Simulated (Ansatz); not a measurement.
# HC16: the cost of one run

All numbers below are computed with Ansatz 0.2.0 (DFT PBE, plane waves, PAW, scalar-relativistic, no spin polarisation).

## (1) The starting structure

The cell holds 17 atoms (C16H): a = 5.049 Å, b = 5.049 Å, c = 5.049 Å, α = 60.00°, β = 60.00°, γ = 60.00°.

Structure file:

```
CELL_PARAMETERS angstrom
0.00000 3.57000 3.57000
3.57000 0.00000 3.57000
3.57000 3.57000 0.00000
ATOMIC_POSITIONS crystal
C 0.00000 0.00000 0.00000
C 0.12500 0.12500 0.12500
C 0.00000 0.00000 0.50000
C 0.12500 0.12500 0.62500
C 0.00000 0.50000 0.00000
C 0.12500 0.62500 0.12500
C 0.00000 0.50000 0.50000
C 0.12500 0.62500 0.62500
C 0.50000 0.00000 0.00000
C 0.62500 0.12500 0.12500
C 0.50000 0.00000 0.50000
C 0.62500 0.12500 0.62500
C 0.50000 0.50000 0.00000
C 0.62500 0.62500 0.12500
C 0.50000 0.50000 0.50000
C 0.62500 0.62500 0.62500
H 0.73333 0.24736 0.75302
```

## (2) End point A

Input file input.yaml:

```yaml
crystal:
  lattice:
    - [0.0, 3.57, 3.57]
    - [3.57, 0.0, 3.57]
    - [3.57, 3.57, 0.0]
  atoms:
    - { symbol: C, position: [0.0, 0.0, 0.0] }
    - { symbol: C, position: [0.125, 0.125, 0.125] }
    - { symbol: C, position: [0.0, 0.0, 0.5] }
    - { symbol: C, position: [0.125, 0.125, 0.625] }
    - { symbol: C, position: [0.0, 0.5, 0.0] }
    - { symbol: C, position: [0.125, 0.625, 0.125] }
    - { symbol: C, position: [0.0, 0.5, 0.5] }
    - { symbol: C, position: [0.125, 0.625, 0.625] }
    - { symbol: C, position: [0.5, 0.0, 0.0] }
    - { symbol: C, position: [0.625, 0.125, 0.125] }
    - { symbol: C, position: [0.5, 0.0, 0.5] }
    - { symbol: C, position: [0.625, 0.125, 0.625] }
    - { symbol: C, position: [0.5, 0.5, 0.0] }
    - { symbol: C, position: [0.625, 0.625, 0.125] }
    - { symbol: C, position: [0.5, 0.5, 0.5] }
    - { symbol: C, position: [0.625, 0.625, 0.625] }
    - { symbol: H, position: [0.7333278, 0.2473571, 0.7530209] }
total_charge: 1
basis:
  ecutwfc: 420.0
kpoints:
  mp_grid: { grid: [3, 3, 3] }
hamiltonian:
  xc: pbe
scf:
  occupations: { method: fermi_dirac, width: 0.05 }
  lower_state_search: "off"
relax:
  f_tol: 0.03
  max_steps: 60
  adjacent_minimum: "off"
```

The run is started by

```sh
$ ansatz run input.yaml --threads 1 --pin off --max-ram 3072MiB --backend cpu --events-out ev --progress --plain --runs-dir out
```

**Question.** How long does this run take on 1 thread of Arm Neoverse V1, shared host, and how much memory does it need?

About 44 s, with a peak of 0.32 GiB.
